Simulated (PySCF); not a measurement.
# C₄H₆B₂: NMR shifts and spin-spin couplings

What NMR shifts and spin-spin couplings should C₄H₆B₂ (`B1C=CBC=C1`) show?

Computed with PySCF 2.14.0, with density-fitted response routines of our own, on a single molecule in the gas phase. Atoms count from 0, in the outputs and in this text.

**1. Starting geometry**

12 atoms, charge 0, multiplicity 1; geometry from: GFN2-xTB.

Bonds of the start (Å): B0–C1 1.55, C1–C2 1.35, C2–B3 1.55, B3–C4 1.55, C4–C5 1.35, C5–B0 1.55, B0–H6 1.17, C1–H7 1.09, C2–H8 1.09, B3–H9 1.17, C4–H10 1.09, C5–H11 1.09.

**2. NMR shieldings: PBE0/pcSseg-1**

The job: settings as JSON, then the geometry in Å.

```
{"job": {"kind": "nmr", "xc": "PBE0", "basis": "pcSseg-1"}, "charge": 0, "multiplicity": 1}
B      0.254654     1.429977    -0.131272
C      1.426275     0.416100    -0.138044
C      1.194078    -0.880386     0.153820
B     -0.254306    -1.429459     0.128623
C     -1.426058    -0.415740     0.130410
C     -1.194084     0.881198    -0.159616
H      0.454845     2.564545     0.087686
H      2.455414     0.749634    -0.245490
H      2.043449    -1.547961     0.276071
H     -0.452972    -2.566406    -0.081487
H     -2.455418    -0.749508     0.234726
H     -2.044678     1.547321    -0.281453
```

With the program's defaults for keys left out, this is: GIAO PBE0/pcSseg-1 NMR shielding, non-relativistic, gas phase.

The program printed:

```text
coarse grid: 10240 points
cycle   1  E = -205.3177292454  dE =  6.794e-01  |g| = 3.371e-01  |ddm| = 3.077e+00
cycle   2  E = -205.3195915383  dE = -1.862e-03  |g| = 3.439e-01  |ddm| = 6.440e-01
cycle   3  E = -205.3515653354  dE = -3.197e-02  |g| = 2.533e-02  |ddm| = 3.475e-01
cycle   4  E = -205.3517236354  dE = -1.583e-04  |g| = 9.130e-03  |ddm| = 4.071e-02
cycle   5  E = -205.3517483846  dE = -2.475e-05  |g| = 2.676e-03  |ddm| = 1.169e-02
cycle   6  E = -205.3517498370  dE = -1.452e-06  |g| = 1.212e-03  |ddm| = 2.945e-03
final grid: 99480 points
cycle   7  E = -205.3840051906  dE = -2.917e-05  |g| = 7.072e-03  |ddm| = 2.927e-02
cycle   8  E = -205.3839980341  dE =  7.157e-06  |g| = 8.784e-03  |ddm| = 1.437e-02
cycle   9  E = -205.3840183157  dE = -2.028e-05  |g| = 1.916e-03  |ddm| = 8.297e-03
cycle  10  E = -205.3840193584  dE = -1.043e-06  |g| = 2.916e-04  |ddm| = 1.752e-03
cycle  11  E = -205.3840193814  dE = -2.299e-08  |g| = 4.680e-05  |ddm| = 3.097e-04
cycle  12  E = -205.3840193820  dE = -6.011e-10  |g| = 1.562e-05  |ddm| = 5.744e-05
converged SCF energy = -205.3840193820

GIAO shielding tensors (ppm)
atom      isotropic    diamagn.    paramagn.     s11        s22        s33       span
  0 B       34.638     191.560    -156.922    -19.821     -3.823    127.559    147.380
  1 C       11.828     256.409    -244.580   -112.696    -11.018    159.198    271.894
  2 C       12.079     256.416    -244.337   -112.159    -10.755    159.150    271.309
  3 B       34.819     191.553    -156.735    -19.285     -3.867    127.608    146.892
  4 C       12.138     256.406    -244.267   -112.118    -10.697    159.230    271.348
  5 C       11.869     256.415    -244.546   -112.813    -10.842    159.261    272.074
  6 H       25.138      29.671      -4.534     19.523     27.125     28.765      9.242
  7 H       24.024      30.368      -6.344     18.494     25.431     28.147      9.654
  8 H       24.029      30.377      -6.348     18.527     25.428     28.133      9.606
  9 H       25.147      29.669      -4.523     19.568     27.126     28.746      9.178
 10 H       24.035      30.377      -6.342     18.535     25.431     28.140      9.605
 11 H       24.024      30.368      -6.344     18.490     25.434     28.148      9.658
```

It took 12 s on 1 thread, shared host.

Shifts follow as δ = σ(reference) − σ, with reference shieldings (ppm) from runs at the same level and on the same kind of geometry: 1H TMS 31.72, 13C TMS 186.9, 11B BF3·OEt2 100.1. The references are single molecules in the gas phase. Atoms listed in one row are averaged.

| atoms | environment | σ (ppm) | δ (ppm) | δ scaled to CDCl3 |
| --- | --- | --- | --- | --- |
| C1, C2, C4, C5 | alkene CH | 12.0 | 174.9 | 168.8 |
| H7, H8, H10, H11 | hydrogen on an alkene CH | 24.03 | 7.69 | 7.35 |
| H6, H9 | hydrogen on a boron bonded to 2 C, in a 6-membered ring | 25.14 | 6.57 | – |
| B0, B3 | boron bonded to 2 C, H, in a 6-membered ring | 34.7 | 65.3 | – |

The scaled column applies a straight-line fit of computed shieldings to shifts measured in CDCl3 (root-mean-square error 0.16 ppm for H, 1.9 ppm for C).

The run also stored atomic charges by several schemes (e):

| atoms | Mulliken | IAO | Hirshfeld | ESP fit |
| --- | --- | --- | --- | --- |
| B0, B3 | 0.39 | 0.14 | 0.16 | 0.40 |
| C1, C2, C4, C5 | -0.31 | -0.22 | -0.09 | -0.25 |

Mayer bond orders: B0–C1 0.99, C1–C2 1.82, C2–B3 0.99, B3–C4 0.99, C4–C5 1.82, C5–B0 0.99.

Ring of atoms B0, C1, C2, B3, C4, C5: NICS(0) 11.1, NICS(1) 4.1, NICS(1)zz 17.5 ppm (means of both faces).

**3. J couplings: B3LYP/pcJ-1**

The job, as its differences from that of step 2:

```diff
@@ -1,2 +1,2 @@
-{"job": {"kind": "nmr", "xc": "PBE0", "basis": "pcSseg-1"}, "charge": 0, "multiplicity": 1}
+{"job": {"kind": "j", "xc": "B3LYP", "basis": "pcJ-1"}, "charge": 0, "multiplicity": 1}
 B      0.254654     1.429977    -0.131272
```

Method: B3LYP/pcJ-1 indirect spin-spin coupling, non-relativistic, gas phase.

The program printed:

```text
coarse grid: 10240 points
cycle   1  E = -205.6116830988  dE =  5.963e-01  |g| = 4.076e-01  |ddm| = 2.970e+00
cycle   2  E = -205.6032408589  dE =  8.442e-03  |g| = 4.504e-01  |ddm| = 7.553e-01
cycle   3  E = -205.6575524191  dE = -5.431e-02  |g| = 3.507e-02  |ddm| = 4.426e-01
cycle   4  E = -205.6578431350  dE = -2.907e-04  |g| = 1.190e-02  |ddm| = 5.152e-02
cycle   5  E = -205.6578833390  dE = -4.020e-05  |g| = 3.589e-03  |ddm| = 1.483e-02
cycle   6  E = -205.6578859584  dE = -2.619e-06  |g| = 1.604e-03  |ddm| = 3.868e-03
final grid: 99480 points
cycle   7  E = -205.7018070074  dE = -1.024e-04  |g| = 7.032e-03  |ddm| = 2.067e-02
cycle   8  E = -205.7017885191  dE =  1.849e-05  |g| = 1.062e-02  |ddm| = 1.355e-02
cycle   9  E = -205.7018180822  dE = -2.956e-05  |g| = 2.427e-03  |ddm| = 9.235e-03
cycle  10  E = -205.7018196437  dE = -1.561e-06  |g| = 6.660e-04  |ddm| = 2.339e-03
cycle  11  E = -205.7018197637  dE = -1.200e-07  |g| = 4.838e-05  |ddm| = 5.532e-04
cycle  12  E = -205.7018197643  dE = -5.441e-10  |g| = 1.441e-05  |ddm| = 6.165e-05
converged SCF energy = -205.7018197643

Indirect spin-spin couplings (Hz)
  i      j    bonds     total        FC       PSO       DSO        SD
  0 B    1 C    1     63.912    63.979    -0.837     0.209     0.561
  0 B    2 C    2      2.573     0.830     1.350    -0.038     0.431
  0 B    3 B    3      8.164     9.102    -0.799    -0.003    -0.136
  0 B    4 C    2      2.568     0.822     1.351    -0.037     0.434
  0 B    5 C    1     63.920    63.985    -0.835     0.209     0.562
  0 B    6 H    1    129.714   130.479    -1.956     0.647     0.544
  0 B    7 H    2      4.788     5.019     0.201    -0.429    -0.003
  0 B    8 H    3      8.844     8.796     0.734    -0.608    -0.078
  0 B   10 H    3      8.838     8.790     0.734    -0.608    -0.078
  0 B   11 H    2      4.820     5.050     0.202    -0.430    -0.003
  1 C    2 C    1     49.342    60.594   -11.400     0.149         -
  1 C    3 B    2      2.594     0.826     1.359    -0.038     0.447
  1 C    4 C    3      2.205     2.750    -0.540    -0.006         -
  1 C    5 C    2      1.711     2.515    -0.815     0.011         -
  1 C    6 H    2      6.649     6.792    -0.021    -0.122         -
  1 C    7 H    1    148.449   148.078    -0.295     0.666         -
  1 C    8 H    2     -5.406    -3.309    -1.616    -0.481         -
  1 C    9 H    3      5.793     5.658     0.500    -0.365         -
  1 C   10 H    4     -0.956    -0.805     0.227    -0.378         -
  1 C   11 H    3      5.518     5.653     0.234    -0.369         -
  2 C    3 B    1     63.854    63.916    -0.830     0.209     0.560
  2 C    4 C    2      1.739     2.538    -0.811     0.011         -
  2 C    5 C    3      2.194     2.740    -0.539    -0.006         -
  2 C    6 H    3      5.751     5.617     0.499    -0.365         -
  2 C    7 H    2     -5.436    -3.338    -1.617    -0.481         -
  2 C    8 H    1    148.504   148.132    -0.294     0.666         -
  2 C    9 H    2      6.670     6.814    -0.022    -0.122         -
  2 C   10 H    3      5.555     5.690     0.234    -0.369         -
  2 C   11 H    4     -0.956    -0.805     0.227    -0.378         -
  3 B    4 C    1     63.942    63.999    -0.827     0.209     0.562
  3 B    5 C    2      2.596     0.828     1.358    -0.038     0.447
  3 B    7 H    3      8.845     8.796     0.734    -0.608    -0.077
  3 B    8 H    2      4.744     4.976     0.199    -0.428    -0.003
  3 B    9 H    1    129.690   130.453    -1.953     0.647     0.543
  3 B   10 H    2      4.762     4.993     0.200    -0.429    -0.003
  3 B   11 H    3      8.839     8.791     0.733    -0.608    -0.077
  4 C    5 C    1     49.304    60.561   -11.406     0.149         -
  4 C    6 H    3      5.762     5.628     0.498    -0.365         -
  4 C    7 H    4     -0.956    -0.805     0.227    -0.378         -
  4 C    8 H    3      5.548     5.684     0.233    -0.369         -
  4 C    9 H    2      6.701     6.845    -0.021    -0.123         -
  4 C   10 H    1    148.409   148.035    -0.292     0.666         -
  4 C   11 H    2     -5.438    -3.338    -1.620    -0.480         -
  5 C    6 H    2      6.638     6.782    -0.021    -0.123         -
  5 C    7 H    3      5.519     5.654     0.233    -0.369         -
  5 C    8 H    4     -0.960    -0.808     0.227    -0.378         -
  5 C    9 H    3      5.808     5.673     0.500    -0.365         -
  5 C   10 H    2     -5.439    -3.339    -1.619    -0.480         -
  5 C   11 H    1    148.533   148.162    -0.295     0.666         -
  6 H    7 H    3      3.516     3.540     0.432    -0.456         -
  6 H    9 H    5     -0.673    -0.544     1.113    -1.242         -
  6 H   11 H    3      3.500     3.524     0.435    -0.460         -
  7 H    8 H    3     17.468    17.979    -0.025    -0.487         -
  7 H   10 H    5     -0.626    -0.489     1.492    -1.629         -
  7 H   11 H    4      2.141     2.233     1.461    -1.553         -
  8 H    9 H    3      3.535     3.560     0.427    -0.451         -
  8 H   10 H    4      2.126     2.218     1.461    -1.553         -
  8 H   11 H    5     -0.621    -0.484     1.491    -1.628         -
  9 H   10 H    3      3.519     3.544     0.431    -0.455         -
 10 H   11 H    3     17.474    17.987    -0.032    -0.481         -
```

It took 34 s on 1 thread, shared host.

A choice of the couplings up to four bonds, sorted by the number of bonds, with means over like pairs; isotopes 11B, 13C, 1H:

| pair | bonds | J (Hz) | Fermi contact (Hz) | dihedral (°) |
| --- | --- | --- | --- | --- |
| C1–H7 | 1 | 148.5 | 148.1 | – |
| B0–H6 | 1 | 129.7 | 130.5 | – |
| B0–C1 | 1 | 63.9 | 64.0 | – |
| C1–C2 | 1 | 49.3 | 60.6 | – |
| C1–H6 | 2 | 6.7 | 6.8 | – |
| C1–H8 | 2 | -5.4 | -3.3 | – |
| B0–H7 | 2 | 4.8 | 5.0 | – |
| B0–C2 | 2 | 2.6 | 0.8 | – |
| C1–C5 | 2 | 1.7 | 2.5 | – |
| H7–H8 | 3 | 17.5 | 18.0 | 0 |
| B0–H8 | 3 | 8.8 | 8.8 | -172 |
| B0–B3 | 3 | 8.2 | 9.1 | – |
| C1–H9 | 3 | 5.8 | 5.6 | 154 |
| C1–H11 | 3 | 5.5 | 5.7 | -172 |
| H6–H7 | 3 | 3.5 | 3.5 | -19 |
| C1–C4 | 3 | 2.2 | 2.7 | – |
| H7–H11 | 4 | 2.1 | 2.2 | – |

The spin-dipole term was solved for some atoms only; pairs without it lack that part.

Quadrupole couplings from the field gradients of the same density:

| atom | isotope | eQq/h (MHz) | η |
| --- | --- | --- | --- |
| B0 | 11B | 5.379 | 0.01 |
| B3 | 11B | 5.375 | 0.01 |

Joined with the shifts from before (PBE0/pcSseg-1, scaled to CDCl3 for protons on carbon, raw for the others), the couplings predict the line list below for 600 MHz. H–H couplings in it are scaled by factors fitted to measured ones, so they differ from the table. Couplings to quadrupolar nuclei are left out.

1H NMR δ 7.35 (m, 4H), 6.57 (br, 2H).

**4. Summary of results**

```
                                                                    quantity                    value
     13C shifts against TMS (PBE0/pcSseg-1, means over atoms taken as alike)                174.9 ppm
      1H shifts against TMS (PBE0/pcSseg-1, means over atoms taken as alike)           7.69, 6.57 ppm
11B shifts against BF3·OEt2 (PBE0/pcSseg-1, means over atoms taken as alike)                 65.3 ppm
                                 largest coupling of the table (B3LYP/pcJ-1)  1J(C,H) C1–H7, 148.5 Hz
```

In words: H7, H8, H10, H11 (mean) (hydrogen on an alkene CH) lies farthest downfield among hydrogen, at 7.69 ppm; olefinic region. At PBE0/pcSseg-1: Shielding is most anisotropic at C1, C2, C4, C5 (span 272 ppm, paramagnetic term -244 ppm). In the run at B3LYP/pcJ-1, the largest coupling of the table is C1–H7 (mean over like pairs), 148.5 Hz, of which the Fermi-contact term gives 148.1 Hz.
